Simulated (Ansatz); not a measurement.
# GeH6O2Si, SMILES O[SiH2][GeH2][OH]: a rigid torsion scan

Program: the Ansatz DFT code, driven from Python.

Run as a notebook:

In [1]:
```python
import ansatz as az
from ase import Atoms
```

In [2]:
```python
atoms = Atoms(['O', 'Si', 'Ge', 'O', 'H', 'H', 'H', 'H', 'H', 'H'], positions=[
    (-1.33556, 0.58288, -1.20669),
    (-0.29979, 1.17095, -0.09792),
    (0.51631, -0.78402, 0.88302),
    (1.30982, -1.82053, -0.29242),
    (-1.87149, 1.14839, -1.75706),
    (-1.00936, 2.03306, 0.8469),
    (0.72643, 1.9837, -0.75971),
    (1.64703, -0.63492, 1.87098),
    (-0.49689, -1.67389, 1.59976),
    (0.81348, -2.00564, -1.08687),
])

# relax first, so that the scan starts from a minimum
first = (
    az.Crystal.molecule_from_ase(atoms).calculation()
    .basis(gaussian='def2-SVP')  # atom-centred Gaussian functions
    .functional('b3lyp', dispersion='d4')
    .relax(force_tolerance=0.02, max_steps=80)  # relax until the tolerances are met
)
atoms.positions = first.run().report['positions_ang']
```

In [3]:
```python
start = atoms.get_dihedral(1, 2, 3, 9)
energies = {}
for turn in range(0, 360, 40):
    turned = atoms.copy()
    turned.set_dihedral(1, 2, 3, 9, start + turn, indices=[3, 9])
    setup = (
        az.Crystal.molecule_from_ase(turned).calculation()
        .basis(gaussian='def2-SVP')  # the orbital basis, by name
        .functional('b3lyp', dispersion='d4')
    )
    energies[round((start + turn) % 360)] = setup.run().report['free_energy_ev']
floor = min(energies.values())
print('dihedral Si1-Ge2-O3-H9 (deg)   E - E(min) (eV)')
for angle, e in sorted(energies.items()):
    print(f'{angle:8d} {(e - floor):14.3f}  ' + '#' * int(30 * (e - floor) / max(max(energies.values()) - floor, 1e-9)))
```
```text
dihedral Si1-Ge2-O3-H9 (deg)   E - E(min) (eV)
      39          0.098  ###########
      79          0.216  #########################
     119          0.255  ##############################
     159          0.231  ###########################
     199          0.230  ###########################
     239          0.253  #############################
     279          0.216  #########################
     319          0.097  ###########
     359          0.000
```

The lowest point is at 359° and the highest at 119°, 0.255 eV (24.6 kJ/mol) above it, with the rest of the molecule held.

Caveats:
- The scan is rigid and the energies are electronic, in a modest basis. With rigid groups the curve can differ much from the relaxed path, the start wasn't checked as a minimum of this torsion, and equivalent turns needn't return to the same energy.
- b3lyp holds the VWN-RPA fit, as in Gaussian; the form of ORCA and Turbomole is b3lyp5.
- Finished in 2.5 min on 1 thread of Arm Neoverse V2 (shared host), peak memory 0.33 GiB.

(A comment or docstring line of the script was reworded after the run, the code is as it ran.)
